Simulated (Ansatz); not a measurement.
# C2H3AuFN: the cost of one run

The runs use Ansatz 0.2.0, Gaussian basis; the settings change from run to run.

## (1) The relaxed structure

An earlier PBE0-D4 in a triple-zeta def2 set relaxation fixed the geometry. Au takes a core potential in def2 sets; no spin-orbit term is included.

SMILES `CC#[N+][Au-][F]`, 8 atoms, charge 0, spin multiplicity 1.

Atoms are counted from 1 here; the program's logs count them from 0.

Bond lengths: C1–C2 1.443 Å, C1–H6 1.091 Å, C1–H7 1.091 Å, C1–H8 1.091 Å, C2–N3 1.145 Å, N3–Au4 1.927 Å, Au4–F5 1.920 Å. Angles: C2–C1–H6 109.8°, C2–C1–H7 109.8°, C2–C1–H8 109.8°, H6–C1–H7 109.1°, H6–C1–H8 109.1°, H7–C1–H8 109.1°, C1–C2–N3 180.0°, C2–N3–Au4 180.0°, N3–Au4–F5 180.0°.

## (2) SPW92/def2-TZVPD

Options: charge -1, multiplicity 2, atoms shaken by 0.08 Å, high accuracy.

Input file in.yaml:

```yaml
crystal:
  periodic: [false, false, false]
  atoms:
    - {symbol: C, position_ang: [-1.272431, -0.051346, -1.043218]}
    - {symbol: C, position_ang: [-0.254716, -0.054413, -0.090249]}
    - {symbol: N, position_ang: [0.726451, -0.192035, 0.466779]}
    - {symbol: Au, position_ang: [2.091705, -0.107837, 1.810431]}
    - {symbol: F, position_ang: [3.534020, -0.102466, 3.076341]}
    - {symbol: H, position_ang: [-1.384995, 1.015438, -1.384137]}
    - {symbol: H, position_ang: [-1.217319, -0.634434, -1.977074]}
    - {symbol: H, position_ang: [-2.210287, -0.196237, -0.627544]}
basis:
  gaussian: {orbitals: def2-TZVPD}
total_charge: -1
magnetization: {spin_polarized: true, initial_magnetization: 1}
hamiltonian: {xc: {name: SPW92}}
accuracy: high
output: {forces: true}
```

The run is started by

```bash
> ansatz run in.yaml --threads 4 --pin off --events-out ev --progress --plain --max-ram 10444MiB
```

Q: Estimate wall time and peak memory on 4 threads of AMD EPYC 7B13, shared host.

About 14 s, with a peak of 1.3 GiB.
